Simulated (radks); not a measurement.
# Sr¹⁴⁺ in [Ne] 3p6 3d6 4p2: an all-electron calculation

One table from this session's results is given with a row withheld; the runs are named, their logs left out.

Program: radks (a radial shooting solver on a logarithmic mesh, Libxc functionals) version 1. Level of theory: non-relativistic Kohn-Sham, revTPSS, spin-polarised, spherical densities, point nucleus; open shells are filled with parallel spins first. These are calculated values, not measurements, unless marked.

## Starting point

| Quantity | Value |
| --- | --- |
| element | strontium (Z = 38) |
| charge | +14 |
| electrons | 24 |
| configuration | [Ne] 3p6 3d6 4p2 |

Outer shells as boxes (Hund's rule):

Sr¹⁴⁺
```
[Ne] core
3p [↑↓][↑↓][↑↓]
3d [↑↓][↑ ][↑ ][↑ ][↑ ]
4p [↑ ][↑ ][  ]
```

The first run:

Settings of this run:

```text
Z 38
configuration [Ne] 3p6 3d6 4p2
relativity non-relativistic
functional revtpss,revtpss
spin polarised
nucleus point
```

Run with:

```
$ python run_ks.py task.json out
```

The same process makes all the runs of this session.

Steps of the session up to this table: Self-consistent calculation.

One table of the session follows, with a row left open; its other results are not shown here.

It belongs to the step «Orbitals and density». Radial moments (bohr):

| level | <r> | outermost maximum (interpolated) | 90 % within | nodes |
| --- | --- | --- | --- | --- |
| 1s up | 0.04016 | 0.0265 | 0.0714 | 0 |
| 1s down | 0.04016 | 0.0265 | 0.0714 | 0 |
| 2s up | 0.1765 | 0.149 | 0.272 | 1 |
| 2s down | ? | ? | ? | ? |
| 2p up | 0.1519 | 0.118 | 0.247 | 0 |
| 2p down | 0.1516 | 0.118 | 0.246 | 0 |
| 3p up | 0.4627 | 0.416 | 0.691 | 1 |
| 3p down | 0.4649 | 0.417 | 0.694 | 1 |
| 3d up | 0.4280 | 0.348 | 0.669 | 0 |
| 3d down | 0.4310 | 0.350 | 0.674 | 0 |
| 4p up | 1.023 | 0.989 | 1.45 | 2 |
| 4p down | 1.029 | 0.995 | 1.47 | 2 |

Q: Estimate the row for 2s down from the others.

**Answer.** <r>: 0.1761; outermost maximum (interpolated): 0.149; 90 % within: 0.271; nodes: 1. In the column «<r>» it lies between 2p up (0.1519) and 2s up (0.1765).
